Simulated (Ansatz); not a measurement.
Ta3AsAu2O13:

```xyz
19
Lattice="6.4303 -1.9433 -0.0048 6.4303 1.9433 -0.0048 -2.5478 0.0000 10.6862" Properties=species:S:1:pos:R:3 pbc="T T T"
Ta    4.5247    0.0000    3.7670
Ta    6.0597    0.0000    7.2197
Ta    1.7990    0.0000   10.5616
As    7.9903    0.0000    0.0311
Au    8.3231    0.0000    3.7097
Au    2.3136    0.0000    6.7574
O     8.6038    0.0000    1.6474
O     6.3527    0.0000    3.6998
O     2.3873    0.0000    4.7518
O     2.1597    0.0000    8.7356
O     4.8024    0.0000    5.8862
O     8.0919    0.0000    6.6978
O     4.1996    0.0000    1.9509
O    10.3810    0.0000    3.9020
O     5.2563    0.0000    8.9247
O    -0.2078    0.0000    7.1659
O     6.2651    0.0000    0.3242
O    -0.3802    0.0000   10.5475
O     7.7751    0.0000   10.4897
```

The cell was built by a generator and needn't be a form met in nature.

- Program: Ansatz 0.2.0
- Task: relaxation of cell and atoms
- Functional: revPBE
- Potentials or basis: Ansatz PAW
- Cutoff: 420 eV (not typed: the program's choice for these potentials)
- k mesh: 5 × 5 × 2
- Occupations: fermi-dirac, width 0.05 eV
- Spin: no spin polarisation

At the start: volume 14.05 Å³/atom.

**Question.** How do energy, volume and symmetry change on relaxing?

**Answer.** It ends after 13 steps and the volume is 14.39 Å³/atom (+2.4 %); space group Cm (No. 8, to 0.05 Å).

The path:
```csv
step,energy change (eV),largest force (eV/Å),volume (Å³)
1,0.0000,0.0729,267.03
2,-0.0220,0.1538,271.94
3,-0.0244,0.0806,272.03
4,-0.0256,0.0736,272.26
5,-0.0245,0.2385,272.86
6,-0.0266,0.0423,272.85
7,-0.0267,0.0229,272.86
8,-0.0266,0.0111,272.91
9,-0.0266,0.0050,272.91
10,-0.0490,0.0049,272.91
11,-0.0469,0.0113,273.56
12,-0.0478,0.0049,273.33
13,-0.0493,0.0049,273.33
```

Final structure:
```xyz
19
Lattice="6.5111 -1.9507 -0.0042 6.5111 1.9507 -0.0042 -2.5787 0.0000 10.7616" Properties=species:S:1:pos:R:3 pbc="T T T"
Ta    4.6014    0.0000    3.7912
Ta    6.1171    0.0000    7.2594
Ta    1.8428    0.0000   10.6286
As    8.0750    0.0000    0.0254
Au    8.4337    0.0000    3.7410
Au    2.3074    0.0000    6.7988
O     8.6844    0.0000    1.6446
O     6.4353    0.0000    3.7556
O     2.3951    0.0000    4.7810
O     2.1627    0.0000    8.7919
O     4.8427    0.0000    5.9373
O     8.1567    0.0000    6.7491
O     4.2874    0.0000    1.9786
O    10.5124    0.0000    3.9352
O     5.3418    0.0000    8.9861
O    -0.2333    0.0000    7.2053
O     6.3519    0.0000    0.3026
O    -0.3585    0.0000   10.6262
O     7.9676    0.0000   10.5995
```

Caveat: the plane-wave basis is chosen anew once the cell has moved, so the energies of steps on either side of that aren't comparable; the pressure holds a Pulay correction of +0.5 GPa for the finite cutoff; the PAW data sets come from PBE, with cores solved anew for the run's functional, which leaves a small shift of forces and pressure.
